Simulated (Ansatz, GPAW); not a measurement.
## A script for LiCl (GLLB-SC)

These are simulated results from GPAW 26.7.0, not measurements. The cell was built from a prototype and was relaxed with r2SCAN in plane waves (Ansatz 0.2.0). Not every such cell is a known phase. All runs are without spin polarisation.

The symmetry is Fm-3m (No. 225, cubic); a = 5.112 Å in the conventional setting, 16.70 Å³ an atom. Li has 6 Cl at 2.56 Å; Cl has 6 Li at 2.56 Å.

GLLB-SC is a model potential. Its fundamental gap is the Kohn-Sham gap plus a derivative discontinuity, which the script evaluates at the band edges among the listed k points. Its total energy isn't variational and serves nothing here.

Input script:

```python
import json
from ase import Atoms
from gpaw import GPAW, PW, FermiDirac

atoms = Atoms(['Li', 'Cl'],
              cell=[[-0.0, 2.556037, 2.556037], [2.556037, -0.0, 2.556037], [2.556037, 2.556037, 0.0]],
              scaled_positions=[[0.0, -0.0, -0.0], [0.5, 0.5, 0.5]],
              pbc=True)
calc = GPAW(mode=PW(400), xc='GLLBSC', kpts={'size': (6, 6, 6), 'gamma': True},
            occupations=FermiDirac(0.02), maxiter=100, legacy_gpaw=True, txt='gpaw.txt')
atoms.calc = calc
res = {'energy': atoms.get_potential_energy(force_consistent=True)}
res['electrons'] = calc.get_number_of_electrons()
res['k'] = calc.get_ibz_k_points().tolist()
res['levels'] = [calc.get_eigenvalues(kpt=i).tolist() for i in range(len(res['k']))]
points = [[0.0, 0.0, 0.0], [0.5, 0.0, 0.5], [0.625, 0.25, 0.625], [0.375, 0.375, 0.75], [0.5, 0.5, 0.5], [0.5, 0.25, 0.75], [-0.072917, 0.0, 0.072917]]
bands = calc.fixed_density(kpts=points, symmetry='off', nbands=round(res['electrons']) // 2 + 6, convergence={'bands': -2}, txt='bands.txt')
res['points'] = [bands.get_eigenvalues(kpt=i).tolist() for i in range(len(points))]
homo, lumo = bands.get_homo_lumo()
potential = calc.hamiltonian.xc.response.calculate_discontinuity_potential(homo, lumo)
res['discontinuity'] = bands.hamiltonian.xc.response.calculate_discontinuity(potential)
json.dump(res, open('results.json', 'w'))
print('free energy (eV):', round(res['energy'], 5))
```

Command: `python run.py`. It took 4.8 s on 1 thread of Intel(R) Xeon(R) 6975P-C (Granite Rapids), on a shared host, peak memory 0.14 GiB.

The log gpaw.txt, trimmed of paths, versions and times, then the last line on the terminal. An iter line gives the energy in eV and the logarithms of the changes of orbitals (plane waves alone) and density (c: converged):

```
___ ___ ___ _ _ _
 |   |   |_  | | | |

 | | | | | . | | | |

 |__ |  _|___|_____|  26.7.0
 |___|_|

Input parameters:
  kpts: {gamma: True,
         size: (6, 6, 6)}
  maxiter: 100
  mode: {ecut: 400.0,
         name: pw}
  occupations: {fixmagmom: False,
                name: fermi-dirac,
                width: 0.02}
  xc: GLLBSC

System changes: positions, numbers, cell, pbc, initial_charges, initial_magmoms

Initialize ...

species:
  Li:
    name:    Lithium
    Z:       3.0
    valence: 1
    core:    2
    charge:  0.0  # [|e|]
    compensation charges:
      type: gauss
      rc: 0.33  # [Å]
      lmax: 2
    cutoffs:
      filter: 1.91  # [Å]
      core: 2.55  # [Å]
    projectors
    | kind |    occ | energy [eV] | rcut [Å] |

    |------|--------|-------------|----------|

    |   2s |  1.000 |      -4.279 |    1.058 |

    |   2p |  0.000 |      -2.495 |    1.058 |

    |    s |        |      22.932 |    1.058 |

    Using partial waves for Li as LCAO basis

  Cl:
    name:    Chlorine
    Z:       17.0
    valence: 7
    core:    10
    charge:  0.0  # [|e|]
    compensation charges:
      type: gauss
      rc: 0.25  # [Å]
      lmax: 2
    cutoffs:
      filter: 1.40  # [Å]
      core: 1.49  # [Å]
    projectors
    | kind |    occ | energy [eV] | rcut [Å] |

    |------|--------|-------------|----------|

    |   3s |  2.000 |     -24.525 |    0.794 |

    |   3p |  5.000 |     -12.463 |    0.794 |

    |    s |        |       2.686 |    0.794 |

    |    p |        |      14.748 |    0.794 |

    |    d |        |       0.000 |    0.794 |

    Using partial waves for Cl as LCAO basis

Reference energy: -12736.390999  # eV

Spin-paired calculation

Convergence criteria:
 Maximum [total energy] change in last 3 cyles: 0.0005 eV / valence electron
 Maximum integral of absolute [dens]ity change: 0.0001 electrons / valence electron
 Maximum integral of absolute [eigenst]ate change: 4e-08 eV^2 / valence electron
 Maximum number of scf [iter]ations: 100
 (Square brackets indicate name in SCF output, whereas a 'c' in
 the SCF output indicates the quantity has converged.)

Symmetries present (total): 48

  ( 1  0  0)  ( 1  0  0)  ( 1  0  0)  ( 1  0  0)  ( 1  0 -1)  ( 1  0 -1)
  ( 1  0 -1)  ( 1 -1  0)  ( 0  1  0)  ( 0  0  1)  ( 1  0  0)  ( 1 -1  0)
  ( 1 -1  0)  ( 1  0 -1)  ( 0  0  1)  ( 0  1  0)  ( 1 -1  0)  ( 1  0  0)

  ( 1  0 -1)  ( 1  0 -1)  ( 1 -1  0)  ( 1 -1  0)  ( 1 -1  0)  ( 1 -1  0)
  ( 0  1 -1)  ( 0  0 -1)  ( 1  0  0)  ( 1  0 -1)  ( 0 -1  1)  ( 0 -1  0)
  ( 0  0 -1)  ( 0  1 -1)  ( 1  0 -1)  ( 1  0  0)  ( 0 -1  0)  ( 0 -1  1)

  ( 0  1  0)  ( 0  1  0)  ( 0  1  0)  ( 0  1  0)  ( 0  1 -1)  ( 0  1 -1)
  ( 1  0  0)  ( 0  1 -1)  ( 0  0  1)  (-1  1  0)  ( 1  0 -1)  ( 0  1  0)
  ( 0  0  1)  (-1  1  0)  ( 1  0  0)  ( 0  1 -1)  ( 0  0 -1)  (-1  1  0)

  ( 0  1 -1)  ( 0  1 -1)  ( 0  0  1)  ( 0  0  1)  ( 0  0  1)  ( 0  0  1)
  ( 0  0 -1)  (-1  1  0)  ( 1  0  0)  ( 0  1  0)  ( 0 -1  1)  (-1  0  1)
  ( 1  0 -1)  ( 0  1  0)  ( 0  1  0)  ( 1  0  0)  (-1  0  1)  ( 0 -1  1)

  ( 0  0 -1)  ( 0  0 -1)  ( 0  0 -1)  ( 0  0 -1)  ( 0 -1  1)  ( 0 -1  1)
  ( 1  0 -1)  ( 0  1 -1)  ( 0 -1  0)  (-1  0  0)  ( 1 -1  0)  ( 0  0  1)
[... 4 lines left out ...]
  ( 1 -1  0)  ( 0  0  1)  ( 0 -1  1)  (-1  0  0)  ( 1 -1  0)  ( 0  0 -1)

  (-1  1  0)  (-1  1  0)  (-1  1  0)  (-1  1  0)  (-1  0  1)  (-1  0  1)
  ( 0  1  0)  ( 0  1 -1)  (-1  0  1)  (-1  0  0)  ( 0  0  1)  ( 0 -1  1)
  ( 0  1 -1)  ( 0  1  0)  (-1  0  0)  (-1  0  1)  ( 0 -1  1)  ( 0  0  1)

  (-1  0  1)  (-1  0  1)  (-1  0  0)  (-1  0  0)  (-1  0  0)  (-1  0  0)
  (-1  1  0)  (-1  0  0)  ( 0  0 -1)  ( 0 -1  0)  (-1  1  0)  (-1  0  1)
  (-1  0  0)  (-1  1  0)  ( 0 -1  0)  ( 0  0 -1)  (-1  0  1)  (-1  1  0)

216 k-points: 6 x 6 x 6 Monkhorst-Pack grid + [1/12,1/12,1/12]
16 k-points in the irreducible part of the Brillouin zone
       k-points in crystal coordinates                weights
   0:     0.00000000    0.00000000    0.00000000          1/216
   1:     0.16666667    0.16666667    0.00000000          6/216
   2:     0.16666667    0.16666667    0.16666667          8/216
   3:     0.33333333    0.16666667    0.16666667         12/216
   4:     0.33333333    0.33333333   -0.33333333         12/216
   5:     0.33333333    0.33333333    0.00000000          6/216
   6:     0.33333333    0.33333333    0.16666667         24/216
   7:     0.33333333    0.33333333    0.33333333          8/216
   8:     0.50000000    0.33333333   -0.33333333         24/216
   9:     0.50000000    0.33333333   -0.16666667         12/216
          ...
  15:     0.50000000    0.50000000    0.50000000          4/216

Wave functions: Plane wave expansion
  Cutoff energy: 400.000 eV
  Number of coefficients (min, max): 596, 620
  Pulay-stress correction: 0.000000 eV/Ang^3 (de/decut=0.000000)
  Using FFTW library
  ScaLapack parameters: grid=1x1, blocksize=None
  Wavefunction extrapolation:
    Improved wavefunction reuse through dual PAW basis

Occupation numbers: Fermi-Dirac:
  width: 0.0200  # eV

Eigensolver
   Davidson(niter=2)

Densities:
  Coarse grid: 18*18*18 grid
  Fine grid: 36*36*36 grid
  Total Charge: 0.000000

Density mixing:
  Method: separate
  Backend: msr1
  Linear mixing parameter: 0.05
  old densities: 10
  Width of damping distribution: 1.1
  Damping of long wavelength oscillations: 20

Hamiltonian:
  XC and Coulomb potentials evaluated on a 36*36*36 grid
  Using the GLLBSC Exchange-Correlation functional
  External potential:
    NoExternalPotential

XC parameters: GLLBSC functional being used consists of
  -----------------------------------------------------------------------
  | Weight | Module     | Description                                   |

  -----------------------------------------------------------------------
  |  1.000 | SCREENING  | GGA_X_PBE_SOL with 2 nearest neighbor stencil |

  |  1.000 | RESPONSE   | eps=0.0500 eV                                 |

  |  1.000 | XC         | GGA_C_PBE_SOL with 2 nearest neighbor stencil |

  -----------------------------------------------------------------------

Memory estimate:
  Process memory now: 112.23 MiB
  Calculator: 6.64 MiB
    Density: 2.85 MiB
      Arrays: 1.16 MiB
      Localized functions: 0.81 MiB
      Mixer: 0.89 MiB
    Hamiltonian: 0.78 MiB
      Arrays: 0.76 MiB
      XC: 0.00 MiB
      Poisson: 0.00 MiB
      vbar: 0.02 MiB
    Wavefunctions: 3.01 MiB
      Arrays psit_nG: 1.21 MiB
      Eigensolver: 0.13 MiB
      Projections: 0.04 MiB
      Projectors: 1.26 MiB
      PW-descriptor: 0.37 MiB

Total number of cores used: 1

Number of atoms: 2
Number of atomic orbitals: 8
Number of bands in calculation: 8
Number of valence electrons: 8
Bands to converge: occupied

... initialized

Initializing position-dependent things.

Density initialized from atomic densities
Creating initial wave functions:
  8 bands from LCAO basis set
Positions:
   0 Li     0.000000    0.000000    0.000000    ( 0.0000,  0.0000,  0.0000)
   1 Cl     2.556037    2.556037    2.556037    ( 0.0000,  0.0000,  0.0000)

Unit cell:
           periodic     x           y           z      points  spacing
  1. axis:    yes   -0.000000    2.556037    2.556037    18     0.1640
  2. axis:    yes    2.556037   -0.000000    2.556037    18     0.1640
  3. axis:    yes    2.556037    2.556037    0.000000    18     0.1640

  Lengths:   3.614782   3.614782   3.614782
  Angles:   60.000000  60.000000  60.000000

Effective grid spacing dv^(1/3) = 0.1789

iter:   1    -7.246180
iter:   2    -7.703714   -1.55  -1.23
iter:   3    -7.581122   -2.68  -1.14
iter:   4    -7.493695   -1.85  -1.32
iter:   5    -7.549447   -2.05  -1.59
iter:   6    -7.609287   -3.01  -1.51
iter:   7    -7.603135   -3.88  -1.43
iter:   8    -7.544292   -2.02  -1.35
iter:   9    -7.552781   -3.65  -2.45
iter:  10    -7.556126   -3.29  -2.37
iter:  11    -7.557613   -3.15  -2.29
iter:  12    -7.558858c  -3.90  -2.50
iter:  13    -7.559037c  -4.81  -3.75
iter:  14    -7.559125c  -5.69  -3.80
iter:  15    -7.559321c  -6.50  -4.03c
iter:  16    -7.559324c  -7.07  -4.07c
iter:  17    -7.559298c  -8.36c -4.79c

Converged after 17 iterations.

Energy contributions relative to reference atoms: (reference = -12736.390999)

Kinetic:        +19.773414
Potential:      -18.693858
External:        +0.000000
XC:              -8.633801
Entropy (-ST):   -0.000000
Local:           -0.005054
SIC:             +0.000000
--------------------------
Free energy:     -7.559298
Extrapolated:    -7.559298

GLLBSC response reference energy: -1.57843 eV (from HOMO)

Showing only first 2 kpts
 Kpt  Band  Eigenvalues  Occupancy
  0     2     -1.57831    2.00000
  0     3     -1.57831    2.00000
  0     4      5.86971    0.00000
  0     5     15.66825    0.00000

  1     2     -1.86188    2.00000
  1     3     -1.86188    2.00000
  1     4      7.03428    0.00000
  1     5     10.35265    0.00000

Fermi level: 0.26888

Gap: 7.448 eV
Transition (v -> c):
  (s=0, k=0, n=3, [0.00, 0.00, 0.00]) -> (s=0, k=0, n=4, [0.00, 0.00, 0.00])
No difference between direct/indirect transitions

free energy (eV): -7.5593
```

The gap in the log is over the mesh alone; results.json adds the listed points. GLLB-SC gives a gap of 10.47 eV (7.448 eV Kohn-Sham over the listed points plus 3.021 eV discontinuity). On the same cell, plane-wave PBE (Ansatz, 8×8×8 k points and the special points) gives a gap of 6.38 eV and r2SCAN a gap of 7.29 eV; on shared hosts these took about 0.58 and 1.3 core-seconds on the 2-atom cell, against 4.8 for the script. Semilocal gaps usually lie below measured ones.
